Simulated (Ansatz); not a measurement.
Working through a band structure of Ge, space group Cmmm

With Ansatz 0.2.0 through its Python package.

`ge.vasp`
```text
Ge
1.0
   1.39714900   -2.60051600    0.00000000
   1.39714900    2.60051600    0.00000000
   0.00000000    0.00000000    2.69823100
Ge
1
Direct
   0.50000000    0.50000000    0.00000000
```

Run as a notebook:

In [1]:
```python
from collections import Counter
import warnings

import ansatz as az
from ase.io import read
import numpy as np

warnings.simplefilter("ignore", az.DeckWarning)

atoms = read("ge.vasp", format="vasp")
crystal = az.Crystal.from_ase(atoms)
```

In [2]:
```python
len(crystal.resolved().sites)
```
Out [2]:
```text
1
```

In [3]:
```python
# high-symmetry points in fractions of the reciprocal vectors
path = [
    ("G", (0.0, 0.0, 0.0)),
    ("S", (0.0, 0.5, 0.0)),
    ("R", (0.0, 0.5, 0.5)),
    ("Z", (0.0, 0.0, 0.5)),
    ("T", (-0.5, 0.5, 0.5)),
]
setup = (
    crystal.calculation()
    .occupations("fermi_dirac", width=0.1)
    .kpoints(11, 11, 10)
    .functional("r2scan")
    .band_structure([point for _, point in path], intervals=4)
    .scf(extra_bands=10)
)
res = setup.run(threads=1, backend="cpu")
r = res.report
```

In [4]:
```python
r["converged"], r["free_energy_ev"]
```
Out [4]:
```text
(True, -4302.511876617009)
```

In [5]:
```python
print("%-22s %14.5f eV" % ("F = E - TS", r["free_energy_ev"]))
print("%-22s %14.5f eV" % ("E", r["internal_energy_ev"]))
print("%-22s %14.5f eV" % ("Harris-Foulkes", r["harris_foulkes_ev"]))
print("%-22s %14.5f eV" % ("Fermi level", r["fermi_energy_ev"]))
```
```text
F = E - TS                -4302.51188 eV
E                         -4302.49680 eV
Harris-Foulkes            -4302.51188 eV
Fermi level                  10.21236 eV
```

In [6]:
```python
told = Counter((n["data"]["severity"], n["data"]["kind"]) for n in res.notices if n["event"] == "notice")
for (severity, kind), count in sorted(told.items()):
    print(f"{severity:8s} {kind} x{count}")

bands = res.band_structure()
fermi = bands.fermi_energy_ev
print(f"zero of the bands: {fermi:.3f} eV, the Fermi level found on the SCF mesh")
for spin, channel in enumerate(bands.channels):
    levels = channel.eigenvalues_ev - fermi
    crossing = [b for b in range(levels.shape[1]) if levels[:, b].min() < 0 < levels[:, b].max()]
    print(f"channel {spin}: bands that cross the Fermi level on this path:", [b + 1 for b in crossing] or "none")
    shown = crossing or sorted(np.argsort(np.abs(levels).min(axis=0))[:2])
    for k, row in zip(bands.kpoints_frac, levels[:, shown]):
        print(f"{k[0]:7.3f} {k[1]:7.3f} {k[2]:7.3f}  ", " ".join(f"{e:8.3f}" for e in row))
```
```text
audit    band_cg_iterations x1
audit    preconditioner_resolved x1
zero of the bands: 10.212 eV, the Fermi level found on the SCF mesh
channel 0: bands that cross the Fermi level on this path: [7, 8]
  0.000   0.000   0.000      7.061    7.559
  0.000   0.125   0.000      5.686    6.851
  0.000   0.250   0.000      1.240    5.146
  0.000   0.375   0.000     -2.929    4.047
  0.000   0.500   0.000     -5.529    3.666
  0.000   0.500   0.125     -5.221    3.975
  0.000   0.500   0.250     -4.348    4.097
  0.000   0.500   0.375     -3.146    0.540
  0.000   0.500   0.500     -2.433   -1.720
  0.000   0.375   0.500     -2.781    0.656
  0.000   0.250   0.500     -4.382    4.912
  0.000   0.125   0.500     -5.486    9.243
  0.000   0.000   0.500     -5.870   10.605
 -0.125   0.125   0.500     -5.536    7.878
 -0.250   0.250   0.500     -4.581    3.652
 -0.375   0.375   0.500     -3.232   -0.173
 -0.500   0.500   0.500     -2.598   -2.391
```

Notes:
- Total energies depend on the potentials; only differences at equal settings carry meaning. A total without «per atom» is that of the cell as typed.
- For a metal this k-point mesh is coarse: on a finer one energies can move by several to tens of meV an atom and pressures by half a GPa or more, differences at one mesh by less.
- The zero of the levels is a convention of the potentials, so an absolute Fermi energy is no work function.
- This isn't the structure that Ge takes at ambient conditions.
- Levels are Kohn-Sham eigenvalues on this mesh, without spin-orbit coupling.
- Run time: 15 s on 1 thread of Arm Neoverse N1, on a shared host, peak memory 0.48 GiB.
